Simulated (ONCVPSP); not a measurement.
**Pseudopotential generation for gallium: ONCV, LDA (Perdew-Wang 92)**

Do these settings give a usable potential? It is generated, then checked for transferability, scattering, ghosts and hardness.

Method: ONCVPSP 4.0.1.1 (patched build), LDA (Perdew-Wang 92), scalar-relativistic.

**1. Starting point**

The settings as typed:

```json
{
 "element": "gallium (Ga, Z = 31)",
 "type": "optimised norm-conserving Vanderbilt (ONCV)",
 "frozen core": "[Ar]",
 "valence charge": "13",
 "reference configuration": "3d10 4s1.75 4p1.25",
 "partial waves": "4s: rc 1.35 bohr, ncon 3, nbas 7, qcut 3.6 1/bohr, local; 4p: rc 1.90 bohr, ncon 3, nbas 6, qcut 3.4 1/bohr, 2 projectors, debl 1.1 Ha; 3d: rc 1.35 bohr, ncon 4, nbas 9, qcut 12.9 1/bohr, 2 projectors, debl 0.8 Ha",
 "local potential": "the s channel",
 "core correction": "polynomial model core, fcfact 0.55"
}
```

An earlier all-electron run gives the scale for the radii.

All-electron outer shells of the reference configuration (LDA (PZ), scalar-relativistic, ld1.x):

```json
{"shell": "3s", "level (eV)": "-147.93", "outermost node (bohr)": "0.27", "outermost maximum (bohr)": "0.56"}
{"shell": "3p", "level (eV)": "-99.16", "outermost node (bohr)": "0.24", "outermost maximum (bohr)": "0.56"}
{"shell": "3d", "level (eV)": "-19.89", "outermost node (bohr)": "–", "outermost maximum (bohr)": "0.53"}
{"shell": "4s", "level (eV)": "-9.47", "outermost node (bohr)": "0.81", "outermost maximum (bohr)": "1.87"}
{"shell": "4p", "level (eV)": "-2.94", "outermost node (bohr)": "0.87", "outermost maximum (bohr)": "2.50"}
```

**2. Generating the potential**

Ga.dat

```
# ATOM AND REFERENCE CONFIGURATION
# atsym  z   nc   nv     iexc    psfile
  Ga 31.00    5    3  -001012      upf
#
#   n    l    f
    1    0    2.00
    2    0    2.00
    2    1    6.00
    3    0    2.00
    3    1    6.00
    3    2   10.00
    4    0    1.75
    4    1    1.25
#
# PSEUDOPOTENTIAL AND OPTIMIZATION
# lmax
    2
#
#   l,   rc,      ep,       ncon, nbas, qcut
    0    1.35    0.00    3    7    3.60
    1    1.90    0.00    3    6    3.40
    2    1.35    0.00    4    9   12.90
#
# LOCAL POTENTIAL
# lloc, lpopt,  rc(5),   dvloc0
    0    5    1.35    0.00
#
# VANDERBILT-KLEINMAN-BYLANDER PROJECTORs
# l, nproj, debl
    0    0    3.70
    1    2    1.10
    2    2    0.80
#
# MODEL CORE CHARGE
# icmod, fcfact, rcfact
    1    0.55    0.00
#
# LOG DERIVATIVE ANALYSIS
# epsh1, epsh2, depsh
   -2.00    5.00    0.02
#
# OUTPUT GRID
# rlmax, drl
    6.00    0.01
#
# TEST CONFIGURATIONS
# ncnf
    4
# nvcnf
#   n    l    f
    3
    3    2   10.00
    4    0    2.00
    4    1    1.00
#
    3
    3    2   10.00
    4    0    2.00
    4    1    0.00
#
    3
    3    2   10.00
    4    0    1.00
    4    1    0.00
#
    3
    3    2   10.00
    4    0    1.00
    4    1    2.00
#
```

Launch:

```sh
$ oncvpsp.x < Ga.dat > Ga.out
```

**Question.** What will these runs give? Wanted: cutoffs for 1 and 0.1 mHa per electron, occupied waves; bound ghosts; GHOST(+) flags; largest test error; largest phase difference near zero energy, channels read; rms error of d²Exc/dn², without and with the model core.

The runs gave:

| quantity | value |
| --- | --- |
| cutoffs for 1 and 0.1 mHa per electron, occupied waves | 63 Ha and 84 Ha |
| bound ghosts | none below the valence levels; a pole at negative energy in p is suspect |
| GHOST(+) flags | p at 5 eV |
| largest test error (AE − PS) | -9.2 meV, for 3d10 4s1 4p0 |
| largest phase difference near zero energy, channels read | 0.031 rad |
| rms error of d²Exc/dn², without and with the model core | 6.00 and 1.13 mHa |

**Reading.** By total energies transferability is good: the largest error is 9.2 meV on 25.8 eV, for 3d10 4s1 4p0. It counts as hard, with 63 Ha needed at the looser tolerance. At the looser tolerance the 3d wave is the slowest; 4s needs 30 Ha. The ghost test, which looks below the valence levels, finds nothing, but the pseudo curve has an extra pole at negative energy (p at -0.76 Ha): a spurious bound state among the atom's levels is likely, and the file can't be cleared. Of the channels read, s scatters worst near zero energy, by up to 0.03 rad. The pseudo curves have a pole with no partner nearby in the atom's: p at -0.76 Ha. The program also flags highly localised states, GHOST(+) (p). All of this concerns the isolated atom, not yet a solid.
